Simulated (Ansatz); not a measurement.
# CdH4OSSi: the cost of one run

The runs use Ansatz 0.2.0, Gaussian basis; the settings change from run to run.

## Step 1: The molecule

The structure was relaxed beforehand with PBE0-D4 in a triple-zeta def2 set. Cd takes a core potential in def2 sets; no spin-orbit term is included.

SMILES `[SiH3][O][Cd][SH]`, 8 atoms, charge 0, spin multiplicity 1.

Atoms are counted from 1 here; the program's logs count them from 0.

Bond lengths: Si1–O2 1.622 Å, Si1–H5 1.496 Å, Si1–H6 1.492 Å, Si1–H7 1.489 Å, O2–Cd3 1.962 Å, Cd3–S4 2.313 Å, S4–H8 1.344 Å. Angles: O2–Si1–H5 112.1°, O2–Si1–H6 111.3°, O2–Si1–H7 110.2°, H5–Si1–H6 107.1°, H5–Si1–H7 107.8°, H6–Si1–H7 108.1°, Si1–O2–Cd3 136.9°, O2–Cd3–S4 176.8°, Cd3–S4–H8 93.4°.

Coordinates:

```
Si    0.10467    1.79423   -0.25608
O     0.60933    0.48666    0.56055
Cd    0.37897   -1.45768    0.43546
S     0.21451   -3.76316    0.35965
H    -0.40972    1.44328   -1.61656
H    -0.99983    2.49030    0.46533
H     1.22653    2.75860   -0.42779
H    -1.12443   -3.75222    0.47943
```

## Step 2: r2SCAN0/def2-TZVP

Options: charge -1, multiplicity 2, D4 dispersion, high accuracy, the search for lower states set to off.

File in.yaml:

```yaml
crystal:
  periodic: [false, false, false]
  atoms:
    - {symbol: Si, position_ang: [0.104666, 1.794228, -0.256084]}
    - {symbol: O, position_ang: [0.609330, 0.486663, 0.560554]}
    - {symbol: Cd, position_ang: [0.378973, -1.457676, 0.435460]}
    - {symbol: S, position_ang: [0.214512, -3.763158, 0.359652]}
    - {symbol: H, position_ang: [-0.409720, 1.443282, -1.616560]}
    - {symbol: H, position_ang: [-0.999833, 2.490298, 0.465329]}
    - {symbol: H, position_ang: [1.226526, 2.758595, -0.427795]}
    - {symbol: H, position_ang: [-1.124433, -3.752221, 0.479434]}
basis:
  gaussian: {orbitals: def2-TZVP}
total_charge: -1
magnetization: {spin_polarized: true, initial_magnetization: 1}
hamiltonian: {xc: {name: r2SCAN0}, dispersion: d4}
accuracy: high
scf: {lower_state_search: off}
output: {forces: true}
```

On the command line:

```
$ ansatz run in.yaml --threads 4 --pin off --events-out ev --progress --plain --max-ram 10444MiB
```

**Question.** How long does this run take on 4 threads of Arm Neoverse V2, shared host, and how much memory does it need?

About 36 s, with a peak of 0.84 GiB.
